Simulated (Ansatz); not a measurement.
# C6H18ClN3Sn: a ladder of functionals and wavefunction methods

Aim: compute C6H18ClN3Sn with functionals from several rungs and with coupled cluster, and see how far each lands from CCSD(T) at the basis-set limit for the atomisation energy.

The runs use Ansatz 0.2.0, Gaussian basis; functionals in def2-TZVPP, the program's frozen cores in correlated methods.

The runs, in order: LDA (SPW92), PBE-D4, revPBE-D4, BLYP-D4, r2SCAN-D4, B97M-V, PBE0-D4, B3LYP-D4, r2SCANh-D4, r2SCAN0-D4, HSE06-D4, BHLYP-D4, CAM-B3LYP-D4, LC-ωPBE, ωB97X-V, ωB97M-V, B2PLYP, PBE-QIDH; CCSD(T)/def2-SVP; CCSD(T)/def2-TZVPP; MP2/def2-QZVPP; extrapolation to the limit; RPA on PBE.

## (1) The relaxed structure

The geometry comes from an earlier relaxation with PBE0-D4 in a triple-zeta def2 set; it is a stationary point, not always the lowest conformer. Sn takes the def2 core potential; no spin-orbit term is included.

SMILES `C[N](C)[Sn]([Cl])([N](C)C)[N](C)C`, 29 atoms, charge 0, spin multiplicity 1.

Atoms are counted from 1 here; the program's logs count them from 0.

Bond lengths: C1–N2 1.442 Å, C1–H12 1.093 Å, C1–H13 1.102 Å, C1–H14 1.099 Å, N2–C3 1.442 Å, N2–Sn4 1.997 Å, C3–H15 1.101 Å, C3–H16 1.092 Å, C3–H17 1.098 Å, Sn4–Cl5 2.340 Å, Sn4–N6 2.007 Å, Sn4–N9 2.007 Å, N6–C7 1.444 Å, N6–C8 1.443 Å, C7–H18 1.101 Å, C7–H19 1.093 Å, C7–H20 1.098 Å, C8–H21 1.093 Å and more. Angles: N2–C1–H12 110.7°, N2–C1–H13 113.0°, N2–C1–H14 110.2°, H12–C1–H13 108.0°, H12–C1–H14 107.6°, H13–C1–H14 107.1°, C1–N2–C3 113.8°, C1–N2–Sn4 119.5°, C3–N2–Sn4 120.1°, N2–C3–H15 113.0°, N2–C3–H16 110.8°, N2–C3–H17 110.0°, H15–C3–H16 108.1°, H15–C3–H17 107.4°, H16–C3–H17 107.4°, N2–Sn4–Cl5 106.4°, N2–Sn4–N6 104.9°, N2–Sn4–N9 115.3° and more.

As a file:

```xyz
29
charge 0, multiplicity 1
C    -1.78532    1.05531    1.66837
N    -0.42030    0.63055    1.86057
C    -0.15930    0.08708    3.17024
Sn    0.65028    0.01870    0.28921
Cl    2.88894    0.03569    0.96967
N     0.24333    1.34575   -1.16067
C     0.46618    2.74861   -0.89963
C     0.50628    0.97194   -2.52951
N     0.31541   -1.87279   -0.29284
C    -1.04382   -2.25562   -0.58530
C     1.30067   -2.61280   -1.03990
H    -1.93162    1.44025    0.65637
H    -2.51549    0.24612    1.83316
H    -2.03413    1.86255    2.37085
H    -0.76531   -0.80474    3.39504
H     0.89363   -0.18374    3.27425
H    -0.38215    0.83784    3.94013
H     1.49563    3.06986   -1.12100
H     0.25893    2.98257    0.14735
H    -0.20825    3.35750   -1.51652
H     0.33131   -0.09670   -2.67770
H    -0.17130    1.51216   -3.20405
H     1.53559    1.19531   -2.85117
H    -1.19275   -3.32098   -0.36301
H    -1.32667   -2.09953   -1.63928
H    -1.74918   -1.69529    0.03502
H     2.30915   -2.29543   -0.76741
H     1.21970   -3.68386   -0.81034
H     1.19098   -2.50473   -2.13161
```

## (2) LDA

This LDA is Slater exchange with PW92 correlation.

Input file in.yaml:

```yaml
crystal:
  periodic: [false, false, false]
  atoms:
    - {symbol: C, position_ang: [-1.785322, 1.055309, 1.668372]}
    - {symbol: N, position_ang: [-0.420303, 0.630549, 1.860572]}
    - {symbol: C, position_ang: [-0.159303, 0.087077, 3.170236]}
    - {symbol: Sn, position_ang: [0.650277, 0.018705, 0.289212]}
    - {symbol: Cl, position_ang: [2.888941, 0.035695, 0.969673]}
    - {symbol: N, position_ang: [0.243327, 1.345750, -1.160671]}
    - {symbol: C, position_ang: [0.466181, 2.748607, -0.899629]}
    - {symbol: C, position_ang: [0.506277, 0.971940, -2.529510]}
    - {symbol: N, position_ang: [0.315408, -1.872790, -0.292844]}
    - {symbol: C, position_ang: [-1.043823, -2.255618, -0.585302]}
    - {symbol: C, position_ang: [1.300670, -2.612798, -1.039899]}
    - {symbol: H, position_ang: [-1.931615, 1.440249, 0.656366]}
    - {symbol: H, position_ang: [-2.515493, 0.246119, 1.833162]}
    - {symbol: H, position_ang: [-2.034131, 1.862551, 2.370849]}
    - {symbol: H, position_ang: [-0.765312, -0.804744, 3.395039]}
    - {symbol: H, position_ang: [0.893625, -0.183737, 3.274246]}
    - {symbol: H, position_ang: [-0.382151, 0.837836, 3.940131]}
    - {symbol: H, position_ang: [1.495632, 3.069864, -1.121001]}
    - {symbol: H, position_ang: [0.258934, 2.982574, 0.147352]}
    - {symbol: H, position_ang: [-0.208255, 3.357499, -1.516521]}
    - {symbol: H, position_ang: [0.331311, -0.096700, -2.677701]}
    - {symbol: H, position_ang: [-0.171302, 1.512162, -3.204048]}
    - {symbol: H, position_ang: [1.535594, 1.195315, -2.851167]}
    - {symbol: H, position_ang: [-1.192750, -3.320976, -0.363005]}
    - {symbol: H, position_ang: [-1.326666, -2.099526, -1.639276]}
    - {symbol: H, position_ang: [-1.749184, -1.695295, 0.035017]}
    - {symbol: H, position_ang: [2.309153, -2.295435, -0.767407]}
    - {symbol: H, position_ang: [1.219704, -3.683859, -0.810340]}
    - {symbol: H, position_ang: [1.190981, -2.504726, -2.131610]}
basis:
  gaussian: {orbitals: def2-TZVPP}
hamiltonian: {xc: lda}
output: {orbitals: {seedname: orbitals}}
```

Run with:

```console
$ ansatz run in.yaml --threads 11 --pin off --events-out ev --progress --plain --max-ram 110592MiB --backend cuda --devices 0, --max-vram 75GiB
```

After this run come: PBE-D4 (GGA); revPBE-D4 (GGA); BLYP-D4 (GGA); r2SCAN-D4 (meta-GGA); B97M-V (meta-GGA); B3LYP-D4 (hybrid); r2SCANh-D4 (hybrid); r2SCAN0-D4 (hybrid); HSE06-D4 (hybrid); BHLYP-D4 (hybrid); CAM-B3LYP-D4 (range-separated); LC-ωPBE (range-separated); ωB97X-V (range-separated); ωB97M-V (range-separated); B2PLYP (double hybrid); PBE-QIDH (double hybrid); CCSD(T) in def2-SVP; CCSD(T) in def2-TZVPP; MP2 in def2-QZVPP; RPA on PBE orbitals.

**Question.** What will the summary of the whole plan be? Wanted: atomisation energy, CCSD(T)/CBS; farthest beyond LDA; mean size of error, GGA; mean size of error, meta-GGA; mean size of error, hybrid; mean size of error, range-separated; mean size of error, double hybrid; gap, smallest and largest; T1 diagnostic.

**Answer**, as computed:

| quantity | value |
| --- | --- |
| atomisation energy, CCSD(T)/CBS | 110.727 eV |
| functionals within 1.107 eV (1.0 %) | revPBE-D4, BLYP-D4, r2SCAN-D4, B97M-V, PBE0-D4, B3LYP-D4, r2SCANh-D4, HSE06-D4, CAM-B3LYP-D4, LC-ωPBE, ωB97X-V, ωB97M-V, PBE-QIDH |
| farthest beyond LDA | BHLYP-D4 (-3.060 eV) |
| mean size of error, GGA | 0.952 eV |
| mean size of error, meta-GGA | 0.244 eV |
| mean size of error, hybrid | 1.087 eV |
| mean size of error, range-separated | 0.363 eV |
| mean size of error, double hybrid | 1.253 eV |
| gap, smallest and largest | 3.08 eV (LDA (SPW92)), 10.64 eV (LC-ωPBE) |
| T1 diagnostic | 0.0119 |
| triples share of the correlation energy | 3.9 % |

What this shows: LDA overbinds by 15.945 eV (14 %). PBE-D4 misses by +2.136 eV. Double hybrids carry the basis error of their MP2 part in triple zeta, and no dispersion term here, so their miss is partly the set-up's. The rungs meta-GGA, range-separated, GGA, hybrid miss on average by less than the doubt on the reference (1.107 eV), so they tie. The reference freezes the cores and leaves out spin-orbit coupling and excitations past (T), and its outer-core shells are covered unevenly, so misses under about 1.107 eV can't be ranked. All levels share the lack of spin-orbit coupling, which lowers the free heavy atoms and so the true binding. Hartree-Fock recovers 71 % of the binding; the rest is correlation. CCSD(T) in def2-SVP is off by -6.014 eV, more than most functionals: a good method in a small basis is no reference. Orbital gaps span 3.1 to 10.6 eV; exact exchange widens them. Correlated methods include outer-core shells of Sn, which these sets cover unevenly.
